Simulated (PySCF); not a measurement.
# C3H6BNSi: the cost of one run

Computed with PySCF 2.14.0 and routines of our own; the level stands in each step. Atoms count from 0.

## (1) The system as given

12 atoms, charge 0, multiplicity 1; geometry from: GFN2-xTB.

## (2) Magnetic properties: GIAO wB97X-D/pcSseg-1

The job: settings as JSON, then the geometry in Å.

```
{"job": {"kind": "mag", "xc": "wB97X-D", "basis": "pcSseg-1", "isotopologues": 2}, "charge": 0, "multiplicity": 1}
C      2.261966     0.072343    -0.333975
C      1.075677    -0.514606    -0.145509
B     -0.250479     0.261412     0.026643
Si    -1.965392    -0.669308     0.304586
C     -0.200986     1.771344    -0.024575
N     -0.200003     2.922460    -0.058335
H      3.177684    -0.488207    -0.451540
H      2.357613     1.146543    -0.379128
H      1.062554    -1.600024    -0.111826
H     -3.142050     0.194361     0.451908
H     -2.257578    -1.581911    -0.813579
H     -1.917809    -1.515091     1.509304
```

Level: GIAO wB97X-D/pcSseg-1 magnetisability, rotational g tensor and spin-rotation constants, non-relativistic, gas phase.

The run is started by

```console
$ OMP_NUM_THREADS=1 python excited_run.py task.json out
```

One launch serves the whole session: the jobs run in the order shown.

**Question.** How long does this first job take on 1 thread of Arm Neoverse V1, shared host, and how much memory does it need?

About 23 s, with a peak of 0.69 GiB.
